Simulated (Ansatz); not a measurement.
# GeSiH5Cl (SMILES Cl[SiH2][GeH3]): CAM-B3LYP/cc-pVDZ

What is the vertical singlet–triplet gap of GeSiH5Cl at CAM-B3LYP/cc-pVDZ? 

Program for the calculation: Ansatz 0.2.0.

62 further runs of the same task are left out: 62 set aside as unsound or not needed.

### Step 1. The system as given

GeSiH5Cl has 8 atoms, charge 0, and is taken as a singlet. SMILES: `Cl[SiH2][GeH3]`. Geometry: relaxed at PBE0-D4/def2-TZVP.

Bond lengths: Cl1–Si2 2.062 Å, Si2–Ge3 2.377 Å, Si2–H4 1.484 Å, Si2–H5 1.484 Å, Ge3–H6 1.536 Å, Ge3–H7 1.538 Å, Ge3–H8 1.536 Å. Some angles: Cl1–Si2–Ge3 109.1°, Cl1–Si2–H4 107.8°, Cl1–Si2–H5 107.8°, Ge3–Si2–H4 111.5°, Ge3–Si2–H5 111.5°, Si2–Ge3–H6 110.0°, Si2–Ge3–H7 109.9°, Si2–Ge3–H8 110.0°, H4–Si2–H5 109.1°, H6–Ge3–H7 108.9°.

### Step 2. A single-point energy at CAM-B3LYP/cc-pVDZ

The input, input.yaml:

```yaml
crystal:
  periodic: [false, false, false]
  atoms:
    - {symbol: Cl, position_ang: [-2.290300, 1.217200, -0.310600]}
    - {symbol: Si, position_ang: [-0.414100, 0.602600, -0.906900]}
    - {symbol: Ge, position_ang: [0.581500, -0.662200, 0.842700]}
    - {symbol: H, position_ang: [-0.573600, -0.206400, -2.140800]}
    - {symbol: H, position_ang: [0.380700, 1.815700, -1.222200]}
    - {symbol: H, position_ang: [0.711200, 0.201700, 2.106100]}
    - {symbol: H, position_ang: [1.981500, -1.135500, 0.415600]}
    - {symbol: H, position_ang: [-0.284600, -1.890300, 1.160200]}
basis:
  gaussian:
    orbitals: cc-pVDZ
total_charge: 0
hamiltonian:
  xc: {name: CAM-B3LYP}
accuracy: high
output: {orbitals: {seedname: orbitals}}
```

The run is started by

```bash
$ ansatz run input.yaml --threads 1 --pin off --max-ram 3480MiB --events-out events.jsonl --progress --plain --runs-dir runs
```

Log:

```text
Warning: RAYON_NUM_THREADS=1 ignored (pool sized by the plan → 1); use --threads N
Functional definition: CAM-B3LYP
  name "CAM-B3LYP"
  parameter alpha = 0.19
  parameter beta = 0.46
  parameter omega = 0.33/bohr
  parameter ac = 0.81
  exchange = (1 - alpha - beta)*b88_x + beta*b88_x_sr(omega) + alpha*exact_x + beta*exact_x_lr(omega)
  correlation = (1 - ac)*vwn5_c + ac*lyp_c
2044 factors; integrals over basis functions are off by at most 4.4e-9 eV
434 factors; integrals over basis functions are off by at most 2.0e-9 eV
mean field evaluation 1: about -77003.3863 eV, gradient 1.1e1 eV
mean field evaluation 2: about -77003.5987 eV, gradient 7.1e0 eV
mean field evaluation 4: about -77003.7348 eV, gradient 1.6e-1 eV
mean field evaluation 8: about -77003.8166 eV, gradient 3.8e-3 eV
mean field evaluation 16: about -77003.8166 eV, gradient 1.2e-6 eV
mean field -77003.81659910 eV, -2829.8380649556 hartree, gradient 1.8e-8 eV, S^2 0.000000; 0 other end points of the search recorded, 0 dependent functions left out
reference -77003.81662021 eV, -2829.8380657313 hartree; 34, 34 occupied and 54, 54 virtual orbitals, 2044 factors
Total energy: -77003.81662021 eV, -2829.8380657313 hartree
```

It took 13 s on 1 thread of Arm Neoverse V1, shared host; peak memory 0.4 GiB.

### Step 3. The triplet

The input, molecule.yaml:

```yaml
crystal:
  periodic: [false, false, false]
  atoms:
    - {symbol: Cl, position_ang: [-2.290300, 1.217200, -0.310600]}
    - {symbol: Si, position_ang: [-0.414100, 0.602600, -0.906900]}
    - {symbol: Ge, position_ang: [0.581500, -0.662200, 0.842700]}
    - {symbol: H, position_ang: [-0.573600, -0.206400, -2.140800]}
    - {symbol: H, position_ang: [0.380700, 1.815700, -1.222200]}
    - {symbol: H, position_ang: [0.711200, 0.201700, 2.106100]}
    - {symbol: H, position_ang: [1.981500, -1.135500, 0.415600]}
    - {symbol: H, position_ang: [-0.284600, -1.890300, 1.160200]}
basis:
  gaussian:
    orbitals: cc-pVDZ
magnetization:
  spin_polarized: true
  initial_magnetization: 2
hamiltonian:
  xc: {name: CAM-B3LYP}
accuracy: high
output: {orbitals: {seedname: orbitals}}
```

The run is started by

```bash
$ ansatz run molecule.yaml --threads 1 --pin off --max-ram 3480MiB --events-out events.jsonl --progress --plain --runs-dir runs
```

Log:

```text
Warning: RAYON_NUM_THREADS=1 ignored (pool sized by the plan → 1); use --threads N
Functional definition: CAM-B3LYP
  name "CAM-B3LYP"
  parameter alpha = 0.19
  parameter beta = 0.46
  parameter omega = 0.33/bohr
  parameter ac = 0.81
  exchange = (1 - alpha - beta)*b88_x + beta*b88_x_sr(omega) + alpha*exact_x + beta*exact_x_lr(omega)
  correlation = (1 - ac)*vwn5_c + ac*lyp_c
2044 factors; integrals over basis functions are off by at most 4.4e-9 eV
434 factors; integrals over basis functions are off by at most 2.0e-9 eV
mean field evaluation 1: about -76997.0779 eV, gradient 8.2e0 eV
mean field evaluation 2: about -76997.2707 eV, gradient 6.7e0 eV
mean field evaluation 4: about -76997.5619 eV, gradient 4.7e-1 eV
mean field evaluation 8: about -76997.6775 eV, gradient 1.8e-1 eV
mean field evaluation 16: about -76997.6809 eV, gradient 1.1e-2 eV
mean field evaluation 32: about -76997.6809 eV, gradient 4.1e-6 eV
mean field -76997.68090681 eV, -2829.6125824226 hartree, gradient 8.5e-8 eV, S^2 2.005011; 6 other end points of the search recorded, 0 dependent functions left out
reference -76997.68092776 eV, -2829.6125831925 hartree; 35, 33 occupied and 53, 55 virtual orbitals, 2044 factors
Total energy: -76997.68092776 eV, -2829.6125831925 hartree
```

Run time: 38 s. Hardware: 1 thread of Arm Neoverse V1, shared host; peak memory 0.61 GiB.

### Step 4. Outcome

Level: CAM-B3LYP/cc-pVDZ.

```
                                        quantity           value
                           singlet: total energy  -2829.83807 Eh
                            singlet: HOMO energy        -9.32 eV
                            singlet: LUMO energy         0.90 eV
                          singlet: HOMO–LUMO gap        10.22 eV
                           triplet: total energy  -2829.61258 Eh
     triplet: HOMO energy (highest over α and β)        -3.30 eV
                                   triplet: ⟨S²⟩           2.005
vertical energy of the triplet above the singlet        6.136 eV
```

In words: At this shape the triplet lies 6.14 eV (592 kJ/mol) above the singlet.
